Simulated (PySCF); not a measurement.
# C3H13NSi2: the cost of one run

Computed with PySCF 2.14.0, with density-fitted response routines of our own, on a single molecule, in the gas phase or a continuum. Atoms are numbered from 0 throughout.

### Step 1. The starting structure

19 atoms, charge 0, multiplicity 1; geometry from: GFN2-xTB. The atoms were then displaced at random by about 0.01 Å, so the start is not that level's minimum.

Bonds of the start (Å): C0–N1 1.41, N1–C2 1.45, N1–Si3 1.76, Si3–C4 1.86, C4–Si5 1.89, C0–H6 1.12, C0–H7 1.10, C0–H8 1.12, C2–H9 1.07, C2–H10 1.09, C2–H11 1.09, Si3–H12 1.45, Si3–H13 1.46, C4–H14 1.08, C4–H15 1.11, Si5–H16 1.47, Si5–H17 1.46, Si5–H18 1.46.

### Step 2. Relaxing the molecule at PBE0-D3(BJ)/def2-SVP

The job: settings as JSON, then the geometry in Å.

```
{"job": {"xc": "PBE0", "basis": "def2-SVP", "d3": "d3bj", "grid": 1, "shake": 0.01, "kind": "geom"}, "charge": 0, "multiplicity": 1}
C     -1.831050     1.015520     0.590500
N     -1.347230    -0.276480     0.278030
C     -2.420340    -1.205410    -0.021140
Si     0.266340    -0.528240    -0.371340
C      1.446940     0.613360     0.505930
Si     3.260200     0.220450     0.160370
H     -2.375050     1.479260    -0.265990
H     -1.018400     1.705990     0.856480
H     -2.551730     0.985280     1.445770
H     -2.979640    -0.904110    -0.885770
H     -1.989130    -2.190690    -0.187310
H     -3.081100    -1.263260     0.843380
H      0.482760    -1.931460    -0.092330
H      0.338250    -0.304220    -1.816480
H      1.260730     1.641500     0.219510
H      1.276630     0.586950     1.598830
H      3.542200     0.365710    -1.270230
H      3.564570    -1.144020     0.593020
H      4.124330     1.140940     0.900190
```

Launch:

```console
OMP_NUM_THREADS=1 python probes_run.py task.json out
```

This one command runs all jobs of the session in turn.

**Question.** How long does this first job take on 1 thread of Intel Xeon Platinum 8488C, shared host, and how much memory does it need?

About 2.3 min, with a peak of 0.64 GiB.
